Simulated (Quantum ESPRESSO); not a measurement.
The system is PtS2.

```
CELL_PARAMETERS angstrom
3.54320 0.00000 0.00000
-1.77160 3.06850 0.00000
0.00000 0.00000 5.03880
ATOMIC_POSITIONS crystal
Pt 0.00000 0.00000 0.00000
S 0.33333 0.66667 0.25000
S 0.66667 0.33333 0.75000
```

| Quantity | Value |
| --- | --- |
| Program | Quantum ESPRESSO 7.5 |
| Task | phonons |
| Functional | PBE |
| Dispersion | D3(BJ) |
| Potentials or basis | SPMS 1.0 PBE |
| Cutoff | 952 eV |
| Density cutoff | 3810 eV |
| k mesh | 4 × 4 × 2, shifted |
| Occupations | fermi-dirac, width 0.05 eV |
| Spin | no spin polarisation |
| Hubbard terms | Pt d U = 6.2 eV |
| Start of the occupations | default |
| Hubbard projectors | atomic |
| Mixing beta | 0.3 |
| Most SCF iterations | 120 |
| SCF threshold | 6e-10 Ry |

The atoms were relaxed first, and the response was taken there.

The first run showed a gap, so the response started from a second, tighter run with fixed occupations.

At Γ the optical frequencies without the macroscopic field are 302 302 315 315 327 328 cm⁻¹, at a pressure of -1.2 GPa.

Q: How do the modes respond when the cell is scaled evenly, at fixed shape?

A: The highest of these modes has a Grüneisen parameter of 0.42. None of the listed modes softens on compression. Real pressure also changes the shape of this cell, most of all in layered crystals, so these aren't the shifts under hydrostatic load.

Frequencies at 99 % and 101 % of the volume (pressures -0.5 and -1.8 GPa), ions relaxed:
```csv
mode,99 % (cm⁻¹),101 % (cm⁻¹),Grüneisen parameter
4,303.3,300.8,0.42
5,303.3,300.8,0.42
6,317.0,312.4,0.74
7,317.0,312.4,0.74
8,328.1,326.1,0.32
9,329.4,326.6,0.42
```

Modes are matched by their order; those that don't vary smoothly over the three volumes are left out.

Caveat: the k mesh is coarse (spacing up to 0.62 Å⁻¹), so the values aren't converged.
